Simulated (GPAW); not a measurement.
# NbTe: single point with LDA

The system is NbTe.

```
Te Nb
1.0
     3.70297    0.00000    0.00000
    -1.85149    3.20687    0.00000
     0.00000    0.00000    3.69421
Te Nb
1 1
Cartesian
  1.8515 1.0690 0.0000
  0.0000 0.0000 1.8471
```

The cell comes from a database or a generator and needn't be the stable form of this composition.

| Quantity | Value |
| --- | --- |
| Program | GPAW 26.7.0 |
| Task | single point |
| Functional | LDA |
| Potentials or basis | the program's PAW data sets (release 1.2.1) made for this functional |
| Cutoff | 450 eV |
| Basis | pw |
| k mesh | 7 × 7 × 6 |
| Occupations | fermi-dirac, width 0.05 eV |
| Spin | no spin polarisation |
| Maxiter | 120 |
| Convergence | default |

```
Pressure               : -8.7 GPa
Band gap on the k mesh : none (metal or under the smearing width)
```

Stress tensor (GPa, compression positive):
```
-8.18  0.00  0.00
 0.00 -8.18  0.00
 0.00  0.00 -9.65
```

Levels at points of the mesh, in eV from the Fermi level:
```csv
k point,band 7,band 8,band 9,band 10,band 11,band 12,band 13,band 14
"(0.00, 0.00, 0.00)",-3.12,-2.95,-2.33,0.17,0.17,2.45,2.45,2.80
"(0.00, 0.00, 0.50)",-2.59,-2.59,-0.92,-0.92,0.66,1.67,1.67,5.32
```

Run time: 3.8 s on 1 thread of AMD EPYC 9R45 96-Core Processor (Zen 5) (shared host), peak memory 0.15 GiB.

Caveat: the cutoff is short for stress and forces, so pressures can be off by a GPa or more. Spin-orbit coupling is left out, which matters for the levels of Te.
